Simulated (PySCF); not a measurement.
# C2H8ClGeN: the cost of one run

Programs: PySCF 2.14.0, with density-fitted response routines of our own. Each step states its level of theory. These are calculated values for one molecule in the gas phase, unless marked as measured. Atoms count from 0, in the outputs and in this text.

## 1. Starting geometry

13 atoms, charge 0, multiplicity 1; geometry from: GFN2-xTB. The atoms were then displaced at random by about 0.01 Å, so the start is not that level's minimum.

Bonds of the start (Å): C0–N1 1.44, N1–C2 1.46, N1–Ge3 1.86, Ge3–Cl4 2.11, C0–H5 1.11, C0–H6 1.11, C0–H7 1.06, C2–H8 1.09, C2–H9 1.11, C2–H10 1.08, Ge3–H11 1.50, Ge3–H12 1.49.

## 2. Geometry optimisation at PBE0-D3(BJ)/def2-SVP

Job settings and geometry (Å):

```
{"job": {"xc": "PBE0", "basis": "def2-SVP", "d3": "d3bj", "grid": 1, "shake": 0.01, "kind": "geom"}, "charge": 0, "multiplicity": 1}
C     -0.902970    -1.060770    -0.542960
N     -0.197190    -0.102010     0.274660
C     -0.836300     1.205130     0.300660
Ge     1.652820    -0.229100     0.397110
Cl     2.652370     0.390980    -1.355320
H     -1.942380    -1.145050    -0.160380
H     -0.981880    -0.712470    -1.592840
H     -0.409870    -1.999090    -0.521360
H     -1.826690     1.126920     0.741410
H     -0.234180     1.866590     0.959020
H     -0.899650     1.657460    -0.678350
H      1.927780    -1.687470     0.637220
H      2.003960     0.672000     1.530800
```

The run is started by

```
> OMP_NUM_THREADS=1 python probes_run.py task.json out
```

This one command runs all jobs of the session in turn.

**Question.** How long does this first job take on 1 thread of Arm Neoverse V1, shared host, and how much memory does it need?

About 92 s, with a peak of 0.51 GiB.
